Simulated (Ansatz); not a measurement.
**GaNH2 (quintet): the correlation ladder, cc-pVTZ**

How much of the correlation energy of GaNH2 (quintet) does each wave-function method recover here?

Program: Ansatz 0.2.0, Gaussian basis. Level of theory: cc-pVTZ, core rule «outside noble gas», up to 15 orbitals frozen. These are calculated values, not measurements.

Plan: UHF; CCSD(T) on ROHF; CCSD(T) on UHF; BCCD(T) on ROHF; CCSDT(Q) on ROHF; CCSDT(Q) on UHF.

12 further runs of the same task are left out: 8 for a known fault of the program, 4 set aside as unsound or not needed.

## (1) The system

The geometry is a PBE0/def2-TZVP stationary point (not a proven minimum) of the parent state, kept for this charge and spin. No spin-orbit coupling is included. The filled d shell of Ga may be among the frozen orbitals whatever the setting's name suggests; the logs give the count.

4 atoms, charge 0, spin multiplicity 5.

Atoms are counted from 1 here; the program's logs count them from 0.

Bond lengths: N1–Ga2 1.923 Å, Ga2–H3 1.565 Å, Ga2–H4 1.565 Å. Angles: N1–Ga2–H3 117.6°, N1–Ga2–H4 117.6°, H3–Ga2–H4 124.7°.

As a file:

```xyz
4
GaH2N
N     0.0000    0.0000    1.6258
Ga    0.0000    0.0000   -0.2970
H     0.0000    1.3863   -1.0229
H     0.0000   -1.3863   -1.0229
```

## (2) UHF

in.yaml

```yaml
crystal:
  periodic: [false, false, false]
  atoms:
    - {symbol: N, position_ang: [0.000000, 0.000000, 1.625834]}
    - {symbol: Ga, position_ang: [0.000000, 0.000000, -0.297041]}
    - {symbol: H, position_ang: [0.000000, 1.386306, -1.022870]}
    - {symbol: H, position_ang: [0.000000, -1.386306, -1.022870]}
basis:
  gaussian: {orbitals: cc-pVTZ}
magnetization: {spin_polarized: true, initial_magnetization: 4}
hamiltonian: {xc: hf}
output: {orbitals: {seedname: orbitals}}
```

Command:

```sh
ansatz run in.yaml --threads 1 --pin off --events-out ev --progress --plain --max-ram 4096MiB --backend cpu
```

After this run come: CCSD(T) on ROHF; CCSD(T) on UHF; BCCD(T) on ROHF; CCSDT(Q) on ROHF; CCSDT(Q) on UHF.

Before running them: what should the planned runs give, taken together? Wanted: UCCSDT(Q) below the RHF energy; RMP2 from UCCSDT(Q); UMP2 from UCCSDT(Q); RCCSD from UCCSDT(Q); RCCSD(T) from UCCSDT(Q); UCCSD(T) from UCCSDT(Q); RCCSDT(Q) from UCCSDT(Q); T1 diagnostic.

The runs gave:

| quantity | value |
| --- | --- |
| UCCSDT(Q) below the RHF energy | -6.1543 eV |
| RMP2 from UCCSDT(Q) | +1230.0 meV |
| UMP2 from UCCSDT(Q) | +1220.4 meV |
| RCCSD from UCCSDT(Q) | +233.1 meV |
| RCCSD(T) from UCCSDT(Q) | +57.9 meV |
| UCCSD(T) from UCCSDT(Q) | +48.7 meV |
| RCCSDT(Q) from UCCSDT(Q) | +11.5 meV |
| levels within 1 kcal/mol (43 meV) | RCCSDT, UCCSDT, RCCSDT(Q) |
| T1 diagnostic | 0.035 |

In words: RCCSD(T) misses by +57.9 meV, 0.9 % of the correlation energy. These misses are within one basis, not against nature; the frozen cores of restricted and unrestricted runs differ, which can shift their rows.
